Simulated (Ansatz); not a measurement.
GaGe:

```xyz
2
Lattice="0.0000 2.8978 2.8978 2.8978 0.0000 2.8978 2.8978 2.8978 0.0000" Properties=species:S:1:pos:R:3 pbc="T T T"
Ge    0.0000    0.0000    0.0000
Ga    1.4489    1.4489    1.4489
```

The cell comes from a database or a generator and needn't be the stable form of this composition.

```yaml
Program: Ansatz 0.2.0
Task: relaxation of cell and atoms
Functional: PBE0
Potentials_or_basis: Ansatz PAW
Cutoff: "420 eV (not typed: the program's choice for these potentials)"
k_mesh: 4 × 4 × 4
Occupations: fermi-dirac, width 0.05 eV
Spin: no spin polarisation
```

At the start: volume 24.33 Å³/atom.

Question: How do energy, volume and symmetry change on relaxing?

Answer: It ends after 4 steps and the volume is 23.45 Å³/atom (-3.6 %); space group F-43m (No. 216, to 0.05 Å).

The path:
```tsv
step	energy change (eV)	largest force (eV/Å)	volume (Å³)
1	0.0000	0.0000	48.67
2	-0.0115	0.0000	47.21
3	-0.0120	0.0000	46.90
4	-0.0113	0.0000	46.90
```

Final structure:
```
Ge Ga
1.0
     0.00000    2.86226    2.86226
     2.86226    0.00000    2.86226
     2.86226    2.86226    0.00000
Ge Ga
1 1
Direct
  0.00000 0.00000 0.00000
  0.25000 0.25000 0.25000
```

Caveat: the k mesh is coarse (spacing up to 0.47 Å⁻¹), so the values aren't converged, least of all with exact exchange; the plane-wave basis is chosen anew once the cell has moved, so the energies of steps on either side of that aren't comparable; the PAW data sets come from PBE, with cores solved anew for the run's functional, which leaves a small shift of forces and pressure.
